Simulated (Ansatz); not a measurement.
**Ru on WS2(001): hop by a lattice vector of the surface**

How high is the barrier for the hop by a lattice vector of the surface? Relax the two ends, then run a nudged elastic band between them. The slab cell is 2×2, and the adsorbate is set down on it by hand.

All numbers below are computed with Ansatz 0.2.0 (DFT PBE+D3(BJ), plane waves, PAW, scalar-relativistic, no spin polarisation).

## (1) The structure to begin with

The cell holds 25 atoms (RuS16W8): a = 6.366 Å, b = 6.366 Å, c = 20.618 Å, α = 90.00°, β = 90.00°, γ = 120.00°.

The coordinates stand in the first input below.

## (2) End point A

File input.yaml:

```yaml
crystal:
  lattice:
    - [6.366417, 0.0, 0.0]
    - [-3.183209, 5.513479, 0.0]
    - [0.0, 0.0, 20.618223]
  atoms:
    - { symbol: W, position: [0.1666667, 0.3333333, 0.4393806] }
    - { symbol: W, position: [0.3333333, 0.1666667, 0.1241123] }
    - { symbol: S, position: [0.1666667, 0.3333333, 0.0485008] }
    - { symbol: S, position: [0.3333333, 0.1666667, 0.3637584] }
    - { symbol: S, position: [0.1666667, 0.3333333, 0.1997346] }
    - { symbol: S, position: [0.3333333, 0.1666667, 0.5149921] }
    - { symbol: W, position: [0.1666667, 0.8333333, 0.4393806] }
    - { symbol: W, position: [0.3333333, 0.6666667, 0.1241123] }
    - { symbol: S, position: [0.1666667, 0.8333333, 0.0485008] }
    - { symbol: S, position: [0.3333333, 0.6666667, 0.3637584] }
    - { symbol: S, position: [0.1666667, 0.8333333, 0.1997346] }
    - { symbol: S, position: [0.3333333, 0.6666667, 0.5149921] }
    - { symbol: W, position: [0.6666667, 0.3333333, 0.4393806] }
    - { symbol: W, position: [0.8333333, 0.1666667, 0.1241123] }
    - { symbol: S, position: [0.6666667, 0.3333333, 0.0485008] }
    - { symbol: S, position: [0.8333333, 0.1666667, 0.3637584] }
    - { symbol: S, position: [0.6666667, 0.3333333, 0.1997346] }
    - { symbol: S, position: [0.8333333, 0.1666667, 0.5149921] }
    - { symbol: W, position: [0.6666667, 0.8333333, 0.4393806] }
    - { symbol: W, position: [0.8333333, 0.6666667, 0.1241123] }
    - { symbol: S, position: [0.6666667, 0.8333333, 0.0485008] }
    - { symbol: S, position: [0.8333333, 0.6666667, 0.3637584] }
    - { symbol: S, position: [0.6666667, 0.8333333, 0.1997346] }
    - { symbol: S, position: [0.8333333, 0.6666667, 0.5149921] }
    - { symbol: Ru, position: [0.6465383, 0.8200558, 0.6076286] }
basis:
  ecutwfc: 420.0
kpoints:
  mp_grid: { grid: [2, 2, 1] }
hamiltonian:
  xc: pbe
  dispersion: d3bj
  pseudopotentials: { kind: paw, azcp: { folder: soft_1 } }
scf:
  occupations: { method: gaussian, width: 0.05 }
  lower_state_search: "off"
relax:
  f_tol: 0.03
  max_steps: 60
  adjacent_minimum: "off"
  constraints: [{ sites: [2, 8, 14, 20] }]
```

Run with:

```
$ ansatz run input.yaml --threads 4 --pin off --max-ram 10240MiB --backend cpu --events-out ev --progress --plain --runs-dir out
```

Output, cut to the lines that bear on the results:

```text
Warning: RAYON_NUM_THREADS=4 ignored (pool sized by the plan → 4); use --threads N
[...]
Pseudopotentials: kind: paw
Pseudopotential: W, paw, valence charge 14, recommended cutoff 420 eV (normal), <dir>
Pseudopotential: S, paw, valence charge 6, recommended cutoff 420 eV (normal), <dir>
Pseudopotential: Ru, paw, valence charge 16, recommended cutoff 420 eV (normal), <dir>
Functional definition: PBE
[...]
Crystal: 25 atoms, lattice volume = 723.722 Å³
Basis set: ecut = 420 eV, 14217 PW (Γ), exchange–correlation on 90×90×288 points (8 copies of the dense FFT grid, shifted against one another)
Bands: 137, of which v1, the nominal top of the filled ones, is band 112 counted from 1 (111 counted from 0)
Symmetry: 1 space group operations
Space group: P1 (ITA 1), of the structure as read, at distance tolerance 9.0e-5 Å
k-points: 4
[...]
SCF iter   1: F=—  HF=-103425.743134 eV  |F-HF|=—  |Δ(HF+E_count)|=         —  Δρ=3.84e-2  dr2=1.24e1  ethr=3.10e-3  ⟨swp⟩=8.8  Hψ=2885  notcnv=0  defer=1
[...]
relax step   1: F+E_penalty+E_count = -103422.25506103 eV  Δ(F+E_penalty+E_count) = +0.000e0 eV  max|allowed force component| = 3.158e0 eV/Å  Δτ_max = 0.0000 Å  (16 SCF iters, dr2 threshold 2.25e-5 eV, accepted)
[...]
relax step   2: F+E_penalty+E_count = -103423.04803599 eV  Δ(F+E_penalty+E_count) = -7.930e-1 eV  max|allowed force component| = 2.984e0 eV/Å  Δτ_max = 0.1949 Å  (11 SCF iters, dr2 threshold 1.00e-4 eV, accepted)
[...]
```

## (3) More of the same log: end point A relaxed

The log, continued, cut to the lines that bear on the results:

```text
relax step   3: F+E_penalty+E_count = -103423.61218866 eV  Δ(F+E_penalty+E_count) = -5.642e-1 eV  max|allowed force component| = 2.062e0 eV/Å  Δτ_max = 0.1950 Å  (11 SCF iters, dr2 threshold 1.00e-4 eV, accepted)
[...]
relax step   9: F+E_penalty+E_count = -103424.30377827 eV  Δ(F+E_penalty+E_count) = -5.271e-3 eV  max|allowed force component| = 3.034e-2 eV/Å  Δτ_max = 0.0438 Å  (13 SCF iters, dr2 threshold 1.51e-6 eV, accepted)
[...]
relax step  10: F+E_penalty+E_count = -103424.30453597 eV  Δ(F+E_penalty+E_count) = -7.577e-4 eV  max|allowed force component| = 5.808e-3 eV/Å  Δτ_max = 0.0241 Å  (15 SCF iters, accepted)
Free energy (F): -103424.304536 eV
[...]
E sigma→0 (E₀):  -103424.292561 eV
Entropy (-TS):   -0.023951 eV (-0.958 meV/atom)
Fermi energy:    5.785754 eV
[...]
--- Forces (eV/Å), atoms counted from 1 ---
  atom   1  W     -0.00397890    -0.00235574     0.00218216
[...]
    - { symbol: W, position: [0.8333028087282416, 0.16660284588177907, 0.12436665877187389] }
    - { symbol: S, position: [0.6666667000000002, 0.3333333, 0.04850079999999999] }
    - { symbol: S, position: [0.8314276922692702, 0.16300737416132383, 0.34153394394465225] }
    - { symbol: S, position: [0.6668830022864822, 0.33344083066885066, 0.20013608668882643] }
    - { symbol: S, position: [0.8404791368865352, 0.1811367027850108, 0.4951277615705238] }
    - { symbol: W, position: [0.6664976536163844, 0.8332279376807907, 0.41638571064020075] }
    - { symbol: W, position: [0.8333030859871094, 0.6667001224362393, 0.12436710613412078] }
    - { symbol: S, position: [0.6666667000000002, 0.8333333, 0.04850079999999999] }
    - { symbol: S, position: [0.8314246496701321, 0.6683771346440448, 0.341532538478368] }
    - { symbol: S, position: [0.6666623771151046, 0.8333318597268456, 0.2001519331479159] }
    - { symbol: S, position: [0.8404856680468336, 0.6592929419589071, 0.4951304504740998] }
    - { symbol: Ru, position: [0.6665044006283884, 0.833225572286724, 0.5483250612629432] }
```

It took 74 s on 4 threads of Arm Neoverse V2, shared host; peak memory 1.9 GiB.

Relaxation path:

| step | energy from step 1 (eV/cell) | largest force component (eV/Å) |
| --- | --- | --- |
| 1 | 0.0000 | 3.1582 |
| 2 | -0.7930 | 2.9840 |
| 3 | -1.3571 | 2.0623 |
| 4 | -1.7561 | 0.9658 |
| 5 | -1.8634 | 0.9070 |
| 6 | -1.9701 | 0.1817 |
| 7 | -2.0333 | 0.0871 |
| 8 | -2.0434 | 0.0810 |
| 9 | -2.0487 | 0.0303 |
| 10 | -2.0495 | 0.0058 |

Step 1 is the start. 4 atoms are held fixed.

The atom that moved most is Ru25, by 1.23 Å.

## (4) Nudged elastic band

crystal.atoms is end A as relaxed above, and neb.final_atoms is the same geometry shifted by the lattice vector, with the slab's atoms relabelled. With 3 inner images the band has 5 in all.

File input.yaml:

```yaml
crystal:
  lattice:
    - [6.366417, 0.0, 0.0]
    - [-3.183209, 5.513479, 0.0]
    - [0.0, 0.0, 20.618223]
  atoms:
    - { symbol: W, position: [0.16829248, 0.33157908, 0.41636836] }
    - { symbol: W, position: [0.33332945, 0.16666431, 0.12444139] }
    - { symbol: S, position: [0.1666667, 0.3333333, 0.0485008] }
    - { symbol: S, position: [0.33324538, 0.16661005, 0.34022107] }
    - { symbol: S, position: [0.16655706, 0.33344409, 0.20013926] }
    - { symbol: S, position: [0.33318136, 0.16655847, 0.4928175] }
    - { symbol: W, position: [0.16829254, 0.83667689, 0.41635929] }
    - { symbol: W, position: [0.33339459, 0.66669754, 0.12436819] }
    - { symbol: S, position: [0.1666667, 0.8333333, 0.0485008] }
    - { symbol: S, position: [0.33679419, 0.66837425, 0.34151312] }
    - { symbol: S, position: [0.16655769, 0.83311291, 0.20014052] }
    - { symbol: S, position: [0.31855562, 0.65925667, 0.49515568] }
    - { symbol: W, position: [0.66312368, 0.33154346, 0.41637814] }
    - { symbol: W, position: [0.83330281, 0.16660285, 0.12436666] }
    - { symbol: S, position: [0.6666667, 0.3333333, 0.0485008] }
    - { symbol: S, position: [0.83142769, 0.16300737, 0.34153394] }
    - { symbol: S, position: [0.666883, 0.33344083, 0.20013609] }
    - { symbol: S, position: [0.84047914, 0.1811367, 0.49512776] }
    - { symbol: W, position: [0.66649765, 0.83322794, 0.41638571] }
    - { symbol: W, position: [0.83330309, 0.66670012, 0.12436711] }
    - { symbol: S, position: [0.6666667, 0.8333333, 0.0485008] }
    - { symbol: S, position: [0.83142465, 0.66837713, 0.34153254] }
    - { symbol: S, position: [0.66666238, 0.83333186, 0.20015193] }
    - { symbol: S, position: [0.84048567, 0.65929294, 0.49513045] }
    - { symbol: Ru, position: [0.6665044, 0.83322557, 0.54832506] }
basis:
  ecutwfc: 420.0
kpoints:
  mp_grid: { grid: [2, 2, 1] }
hamiltonian:
  xc: pbe
  dispersion: d3bj
  pseudopotentials: { kind: paw, azcp: { folder: soft_1 } }
scf:
  occupations: { method: gaussian, width: 0.05 }
  lower_state_search: "off"
neb:
  images: 3
  f_tol: 0.05
  initial_path: idpp
  max_iterations: 80
  constraints: [{ sites: [2, 8, 14, 20] }]
  final_atoms:
    - { symbol: W, position: [0.16312369, 0.33154346, 0.41637814] }
    - { symbol: W, position: [0.33330282, 0.16660285, 0.12436666] }
    - { symbol: S, position: [0.1666667, 0.3333333, 0.0485008] }
    - { symbol: S, position: [0.3314277, 0.16300737, 0.34153394] }
    - { symbol: S, position: [0.16688301, 0.33344083, 0.20013609] }
    - { symbol: S, position: [0.34047915, 0.1811367, 0.49512776] }
    - { symbol: W, position: [0.16649766, 0.83322794, 0.41638571] }
    - { symbol: W, position: [0.3333031, 0.66670012, 0.12436711] }
    - { symbol: S, position: [0.1666667, 0.8333333, 0.0485008] }
    - { symbol: S, position: [0.33142466, 0.66837713, 0.34153254] }
    - { symbol: S, position: [0.16666239, 0.83333186, 0.20015193] }
    - { symbol: S, position: [0.34048568, 0.65929294, 0.49513045] }
    - { symbol: W, position: [0.66829249, 0.33157908, 0.41636836] }
    - { symbol: W, position: [0.83332946, 0.16666431, 0.12444139] }
    - { symbol: S, position: [0.6666667, 0.3333333, 0.0485008] }
    - { symbol: S, position: [0.83324539, 0.16661005, 0.34022107] }
    - { symbol: S, position: [0.66655707, 0.33344409, 0.20013926] }
    - { symbol: S, position: [0.83318137, 0.16655847, 0.4928175] }
    - { symbol: W, position: [0.66829255, 0.83667689, 0.41635929] }
    - { symbol: W, position: [0.8333946, 0.66669754, 0.12436819] }
    - { symbol: S, position: [0.6666667, 0.8333333, 0.0485008] }
    - { symbol: S, position: [0.8367942, 0.66837425, 0.34151312] }
    - { symbol: S, position: [0.6665577, 0.83311291, 0.20014052] }
    - { symbol: S, position: [0.81855563, 0.65925667, 0.49515568] }
    - { symbol: Ru, position: [1.16650441, 0.83322557, 0.54832506] }
  order_check: true
```

Run with:

```
$ ansatz run input.yaml --threads 4 --pin off --max-ram 10240MiB --backend cpu --events-out ev --progress --plain --runs-dir out
```

Output, cut to the lines that bear on the results:

```text
Warning: neb: disabling space-group detection — the band's intermediate images generally break the endpoint symmetry, so no spatial operation reduces the k-mesh or symmetrises the density, except that a semilocal band can use its path's symmetry ahead of convergence; time reversal is [...]
Warning: RAYON_NUM_THREADS=4 ignored (pool sized by the plan → 4); use --threads N
[...]
Pseudopotentials: kind: paw
Pseudopotential: W, paw, valence charge 14, recommended cutoff 420 eV (normal), <dir>
Pseudopotential: S, paw, valence charge 6, recommended cutoff 420 eV (normal), <dir>
Pseudopotential: Ru, paw, valence charge 16, recommended cutoff 420 eV (normal), <dir>
Functional definition: PBE
[...]
parallel-image band execution: 3 concurrent image workers
NEB image 0
Crystal: 25 atoms, lattice volume = 723.722 Å³
Basis set: ecut = 420 eV, 14217 PW (Γ), exchange–correlation on 90×90×288 points (8 copies of the dense FFT grid, shifted against one another)
[...]
NSCF: frozen V_eff on 4 k-points
NEB end point (image 0): max|allowed force component| = 5.827e-3 eV/Å (the criterion of neb.relax_end_points is 1.000e-2)
NEB end point (image 4): max|allowed force component| = 5.836e-3 eV/Å (the criterion of neb.relax_end_points is 1.000e-2)
NEB image 1
[...]
NEB image 2
[...]
NEB image 3
[...]
NEB iter   1: max|band force component| = 1.400e0 eV/Å  barrier→ = 2.2357 eV  barrier← = 2.2357 eV  Δτ_max = 0.2000 Å  (112 SCF iters)
[...]
NEB iter   3: max|band force component| = 2.762e0 eV/Å  barrier→ = 1.4403 eV  barrier← = 1.4403 eV  Δτ_max = 0.1022 Å  (53 SCF iters)
[...]
NEB iter   5: max|band force component| = 4.561e-1 eV/Å  barrier→ = 1.2084 eV  barrier← = 1.2084 eV  CI = image 2  Δτ_max = 0.1988 Å  (48 SCF iters)
[...]
NEB iter   7: max|band force component| = 9.131e-1 eV/Å  barrier→ = 1.3574 eV  barrier← = 1.3574 eV  CI = image 2  Δτ_max = 0.2000 Å  (54 SCF iters)
[...]
NEB iter   9: max|band force component| = 4.334e-1 eV/Å  barrier→ = 1.3912 eV  barrier← = 1.3912 eV  CI = image 2  Δτ_max = 0.1924 Å  (52 SCF iters)
NEB iter  10: max|band force component| = 2.218e-1 eV/Å  barrier→ = 1.3837 eV  barrier← = 1.3837 eV  CI = image 2  Δτ_max = 0.0426 Å  (55 SCF iters)
```

## (5) More of the same log: band between the two ends

The log, continued, cut to the lines that bear on the results:

```text
NEB iter  11: max|band force component| = 1.816e-1 eV/Å  barrier→ = 1.3751 eV  barrier← = 1.3751 eV  CI = image 2  Δτ_max = 0.0928 Å  (40 SCF iters)
[...]
NEB iter  16: max|band force component| = 5.327e-2 eV/Å  barrier→ = 1.2245 eV  barrier← = 1.2245 eV  CI = image 2  Δτ_max = 0.0080 Å  (43 SCF iters)
[...]
NEB iter  21: max|band force component| = 4.580e0 eV/Å  barrier→ = 1.2237 eV  barrier← = 1.2237 eV  CI = image 2  Δτ_max = 0.1358 Å  (42 SCF iters)
[...]
NEB iter  26: max|band force component| = 3.589e-1 eV/Å  barrier→ = 1.2484 eV  barrier← = 1.2484 eV  CI = image 1  Δτ_max = 0.1652 Å  (46 SCF iters)
[...]
NEB iter  29: max|band force component| = 3.230e-1 eV/Å  barrier→ = 1.2240 eV  barrier← = 1.2240 eV  CI = image 1  Δτ_max = 0.0855 Å  (55 SCF iters)
[...]
    - { symbol: W, position: [0.8333778515633781, 0.16664624364761638, 0.12440469379790212] }
    - { symbol: S, position: [0.6666667000000002, 0.3333333, 0.04850079999999999] }
    - { symbol: S, position: [0.8383295724372081, 0.16266000665636882, 0.34128631602248144] }
    - { symbol: S, position: [0.6667068904753879, 0.3333351464199974, 0.20015621058613653] }
    - { symbol: S, position: [0.8483146293927118, 0.1526941276193182, 0.49614793497671206] }
    - { symbol: W, position: [0.6615755392264262, 0.8282313042181737, 0.4171978087440595] }
    - { symbol: W, position: [0.8333526691761296, 0.6666925840394704, 0.12435625726700057] }
    - { symbol: S, position: [0.6666667000000002, 0.8333333, 0.04850079999999999] }
    - { symbol: S, position: [0.8330262305079528, 0.664249936162396, 0.34250390898537736] }
    - { symbol: S, position: [0.666500933341827, 0.8331217222358981, 0.20017319759347577] }
    - { symbol: S, position: [0.8081456215966698, 0.6492770562402395, 0.4936666698600131] }
    - { symbol: Ru, position: [1.0608143802189511, 0.9411887599525955, 0.5553420857633563] }
```

It took 72 min on 4 threads of Arm Neoverse V2, shared host; peak memory 3.2 GiB.

## (6) What the band shows

The 3 inner images lie between the fixed ends 0 and 4. Energy is taken from image 0, and the path length is the program's own coordinate along the band.

| image | path (Å) | energy (eV) | Ru25 x y z (Å) | band force (eV/Å) |
| --- | --- | --- | --- | --- |
| 0 | 0.000 | 0.0000 | 1.59 4.59 11.31 | - |
| 1 | 0.896 | 0.8420 | 2.28 4.96 11.45 | 0.009 |
| 2 | 1.793 | 1.2223 | 3.02 5.37 11.52 | 0.036 |
| 3* | 2.690 | 1.2235 | 3.76 5.19 11.45 | 0.030 |
| 4 | 3.912 | 0.0000 | 4.77 4.59 11.31 | - |

The star marks the climbing image.

image, energy (eV) and a bar:
```
        0      0.000 
        1      0.842 #####################
        2      1.222 ##############################
        3      1.223 ##############################
        4      0.000
```

How the highest energy settled:

| iteration | highest image above image 0 (eV) | largest band force (eV/Å) |
| --- | --- | --- |
| 1 | 2.2357 | 1.400 |
| 6 | 1.2433 | 0.565 |
| 11 | 1.3751 | 0.182 |
| 16 | 1.2245 | 0.053 |
| 21 | 1.2237 | 4.580 |
| 26 | 1.2484 | 0.359 |
| 31 | 1.2238 | 0.075 |
| 36 | 1.2295 | 1.049 |
| 41 | 1.2163 | 0.216 |
| 46 | 1.6968 | 1.366 |
| 51 | 1.2466 | 0.441 |
| 56 | 1.2551 | 1.684 |
| 61 | 1.2238 | 0.231 |
| 64 | 1.2235 | 0.036 |

The band as a trajectory file:

```xyz
25
Lattice="6.366 0.000 0.000 -3.183 5.513 0.000 0.000 0.000 20.618" Properties=species:S:1:pos:R:3 pbc="T T T" image=0 dE=0.0000
W     0.016    1.828    8.585
W     1.592    0.919    2.566
S     0.000    1.838    1.000
S     1.591    0.919    7.015
S    -0.001    1.838    4.127
S     1.591    0.918   10.161
W    -1.592    4.613    8.585
W     0.000    3.676    2.564
S    -1.592    4.595    1.000
S     0.017    3.685    7.041
S    -1.592    4.593    4.127
S    -0.070    3.635   10.209
W     3.166    1.828    8.585
W     4.775    0.919    2.564
S     3.183    1.838    1.000
S     4.774    0.899    7.042
S     3.184    1.838    4.126
S     4.774    0.999   10.209
W     1.591    4.594    8.585
W     3.183    3.676    2.564
S     1.592    4.595    1.000
S     3.166    3.685    7.042
S     1.592    4.595    4.127
S     3.252    3.635   10.209
Ru    1.591    4.594   11.305
25
Lattice="6.366 0.000 0.000 -3.183 5.513 0.000 0.000 0.000 20.618" Properties=species:S:1:pos:R:3 pbc="T T T" image=1 dE=0.8420
W     0.076    1.887    8.626
W     1.592    0.919    2.565
S     0.000    1.838    1.000
S     1.630    0.913    7.047
S     0.001    1.839    4.127
S     1.623    0.908   10.193
W    -1.486    4.594    8.624
W     0.001    3.676    2.564
S    -1.592    4.595    1.000
S     0.121    3.717    7.083
S    -1.589    4.594    4.127
S     0.163    3.742   10.268
W     3.216    1.826    8.597
W     4.776    0.919    2.564
S     3.183    1.838    1.000
S     4.846    0.933    7.071
S     3.185    1.838    4.127
S     4.848    1.076   10.187
W     1.727    4.642    8.649
W     3.184    3.676    2.564
S     1.592    4.595    1.000
S     3.256    3.685    7.069
S     1.594    4.595    4.127
S     3.379    3.615   10.180
Ru    2.275    4.956   11.452
25
Lattice="6.366 0.000 0.000 -3.183 5.513 0.000 0.000 0.000 20.618" Properties=species:S:1:pos:R:3 pbc="T T T" image=2 dE=1.2223
W     0.024    1.854    8.598
W     1.592    0.919    2.564
S     0.000    1.838    1.000
S     1.607    0.900    7.045
S     0.000    1.838    4.127
S     1.518    0.851   10.217
W    -1.544    4.566    8.597
W     0.001    3.676    2.564
S    -1.592    4.595    1.000
S     0.077    3.695    7.064
S    -1.591    4.594    4.127
S     0.051    3.680   10.201
W     3.181    1.805    8.612
W     4.775    0.919    2.564
S     3.183    1.838    1.000
S     4.794    0.909    7.071
S     3.184    1.838    4.127
S     4.809    1.002   10.206
W     1.664    4.608    8.672
W     3.184    3.676    2.563
S     1.592    4.595    1.000
S     3.208    3.652    7.071
S     1.593    4.595    4.126
S     3.296    3.611   10.200
Ru    3.016    5.373   11.515
25
Lattice="6.366 0.000 0.000 -3.183 5.513 0.000 0.000 0.000 20.618" Properties=species:S:1:pos:R:3 pbc="T T T" image=3 dE=1.2235
W     0.020    1.871    8.601
W     1.592    0.919    2.564
S     0.000    1.838    1.000
S     1.609    0.925    7.061
S     0.001    1.839    4.127
S     1.629    1.066   10.177
W    -1.652    4.633    8.662
W     0.000    3.676    2.564
S    -1.592    4.595    1.000
S    -0.053    3.710    7.064
S    -1.592    4.595    4.126
S    -0.042    3.703   10.202
W     3.242    1.806    8.592
W     4.775    0.919    2.565
S     3.183    1.838    1.000
S     4.819    0.897    7.037
S     3.183    1.838    4.127
S     4.915    0.842   10.230
W     1.575    4.566    8.602
W     3.183    3.676    2.564
S     1.592    4.595    1.000
S     3.189    3.662    7.062
S     1.591    4.593    4.127
S     3.078    3.580   10.179
Ru    3.758    5.189   11.450
25
Lattice="6.366 0.000 0.000 -3.183 5.513 0.000 0.000 0.000 20.618" Properties=species:S:1:pos:R:3 pbc="T T T" image=4 dE=0.0000
W    -0.017    1.828    8.585
W     1.592    0.919    2.564
S     0.000    1.838    1.000
S     1.591    0.899    7.042
S     0.001    1.838    4.126
S     1.591    0.999   10.209
W    -1.592    4.594    8.585
W     0.000    3.676    2.564
S    -1.592    4.595    1.000
S    -0.018    3.685    7.042
S    -1.592    4.595    4.127
S     0.069    3.635   10.209
W     3.199    1.828    8.585
W     4.775    0.919    2.566
S     3.183    1.838    1.000
S     4.774    0.919    7.015
S     3.182    1.838    4.127
S     4.774    0.918   10.161
W     1.591    4.613    8.585
W     3.183    3.676    2.564
S     1.592    4.595    1.000
S     3.200    3.685    7.041
S     1.592    4.593    4.127
S     3.113    3.635   10.209
Ru    4.774    4.594   11.305
```

## (7) What came out

| quantity | value |
| --- | --- |
| end A | 9 moves, 2.049 eV lower |
| barrier forwards | 1.22 eV |
| barrier backwards | 1.22 eV |
| second end relative to first | 0.000 eV |
| highest image | 3 of 0 to 4, climbing |
| band iterations | 64 |
| lowest curvatures at the top | -1.06 and 0.05 eV/Å² |

In words: The barrier from the first end is 1.22 eV, 47 times kT at 300 K, which at an assumed attempt frequency of 10^13 s⁻¹ means a rate near 10^-8 s⁻¹. Both ends agree in energy to 1 meV. The program found one negative curvature at the climbing image, so it is a first-order saddle. The value is not shown to be converged in cell size (25 atoms) or k-mesh.
